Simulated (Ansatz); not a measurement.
# TaRu: the cost of one run

Method: DFT LDA, scalar-relativistic, plane waves, PAW, in Ansatz 0.2.0.

5 further runs of the same task are left out: 5 set aside as unsound or not needed.

## 1. The structure to begin with

The structure is tetragonal, space group P4/mmm (No. 123). Conventional cell: a = 3.006 Å, b = 3.006 Å, c = 3.362 Å, α = 90.00°, β = 90.00°, γ = 90.00°. Around Ta (site symmetry 4/mmm) lie 8 Ru at 2.71 Å and 4 Ta at 3.01 Å. Ru (site symmetry 4/mmm) has 8 Ta at 2.71 Å and 4 Ru at 3.01 Å as nearest neighbours.

Coordinates:

```cif
data_structure
_symmetry_space_group_name_H-M 'P 1'
_symmetry_Int_Tables_number 1
_cell_length_a 3.0060
_cell_length_b 3.0060
_cell_length_c 3.3616
_cell_angle_alpha 90.000
_cell_angle_beta 90.000
_cell_angle_gamma 90.000
_cell_volume 30.38
loop_
_atom_site_label
_atom_site_type_symbol
_atom_site_fract_x
_atom_site_fract_y
_atom_site_fract_z
_atom_site_occupancy
Ta1 Ta 0.50000 0.50000 0.50000 1
Ru1 Ru 0.00000 0.00000 0.00000 1
```

It is the result of an earlier relaxation at this level (volume 15.19 Å³/atom; gap on the mesh: none (metal)).

## 2. Electric field gradients at the nuclei

input.yaml

```yaml
crystal:
  lattice:
    - [3.0060130845, 0.0, 0.0]
    - [0.0, 3.0060130845, 0.0]
    - [0.0, 0.0, 3.3616253964]
  atoms:
    - { symbol: Ta, position: [0.5, 0.5, 0.5] }
    - { symbol: Ru, position: [0.0, 0.0, 0.0] }
basis:
  ecutwfc: 420
kpoints:
  mp_grid: { grid: [14, 14, 12] }
hamiltonian:
  xc: lda
scf:
  occupations: { method: fermi_dirac, width: 0.15 }
output:
  forces: true
  stress: true
  eigenvalues: true
  efg: {}
checkpoint:
  read: start.run
  write: ck
  compress: false
  write_wavefunctions: false
  write_every: 100000
```

On the command line:

```
> ansatz run input.yaml --threads 1 --pin off --max-ram 3072MiB --backend cpu --events-out ev --progress --plain --runs-dir out
```

Q: Estimate wall time and peak memory on 1 thread of Intel Xeon 6975P-C (Granite Rapids), shared host.

About 4.4 s, with a peak of 0.48 GiB.
